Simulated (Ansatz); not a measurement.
# AlFH₅NSi: basis-set convergence

How large a basis does AlFH₅NSi need? Two functionals are run in growing sets.

The runs use Ansatz 0.2.0, Gaussian basis; one geometry, several basis sets.

Levels to be run: PBE0-D4/def2-SVP; ωB97M-V/def2-SVP; PBE0-D4/def2-QZVPP; ωB97M-V/def2-QZVPP; the functionals' def2-TZVPP values are taken from earlier runs.

**1. The relaxed structure**

All runs share one geometry, relaxed beforehand with PBE0-D4 in a triple-zeta def2 set.

9 atoms, charge 0, spin multiplicity 1.

Atoms are counted from 1 here; the program's logs count them from 0.

Bond lengths: F1–Si2 1.603 Å, Si2–N3 1.707 Å, Si2–H5 1.482 Å, Si2–H6 1.480 Å, N3–Al4 1.790 Å, N3–H7 1.013 Å, Al4–H8 1.581 Å, Al4–H9 1.579 Å. Angles: F1–Si2–N3 112.0°, F1–Si2–H5 105.5°, F1–Si2–H6 107.0°, N3–Si2–H5 111.3°, N3–Si2–H6 108.3°, H5–Si2–H6 112.7°, Si2–N3–Al4 128.8°, Si2–N3–H7 114.9°, Al4–N3–H7 116.4°, N3–Al4–H8 117.4°, N3–Al4–H9 117.5°, H8–Al4–H9 125.1°.

**2. PBE0-D4 in def2-SVP**

File in.yaml:

```yaml
crystal:
  periodic: [false, false, false]
  atoms:
    - {symbol: F, position_ang: [-1.183527, 1.367000, -1.708181]}
    - {symbol: Si, position_ang: [0.076642, 1.161073, -0.739337]}
    - {symbol: N, position_ang: [0.300464, -0.478427, -0.321192]}
    - {symbol: Al, position_ang: [-0.169839, -1.324869, 1.183734]}
    - {symbol: H, position_ang: [1.241075, 1.690078, -1.488132]}
    - {symbol: H, position_ang: [-0.200740, 1.922836, 0.498968]}
    - {symbol: H, position_ang: [0.732644, -1.045894, -1.039961]}
    - {symbol: H, position_ang: [0.153624, -2.869628, 1.281355]}
    - {symbol: H, position_ang: [-0.861744, -0.468569, 2.315444]}
basis:
  gaussian: {orbitals: def2-SVP}
hamiltonian: {xc: pbe0, dispersion: d4}
output: {orbitals: {seedname: orbitals}}
```

On the command line:

```console
$ ansatz run in.yaml --threads 2 --pin off --events-out ev --progress --plain --max-ram 4352MiB
```

Further steps of the session: ωB97M-V in def2-SVP; PBE0-D4 in def2-QZVPP; ωB97M-V in def2-QZVPP.

Before running them: what should the planned runs give, taken together? Wanted: PBE0-D4: double and triple zeta above quadruple; ωB97M-V: double and triple zeta above quadruple.

**Answer**, as computed:

```
                                       quantity           value
PBE0-D4: double and triple zeta above quadruple  11.37, 0.75 eV
ωB97M-V: double and triple zeta above quadruple  11.47, 0.70 eV
```

PBE0-D4 gains 10.62 eV from double to triple zeta, then 0.75 eV more. Total energies overstate the basis error of differences, where much of it tends to cancel.
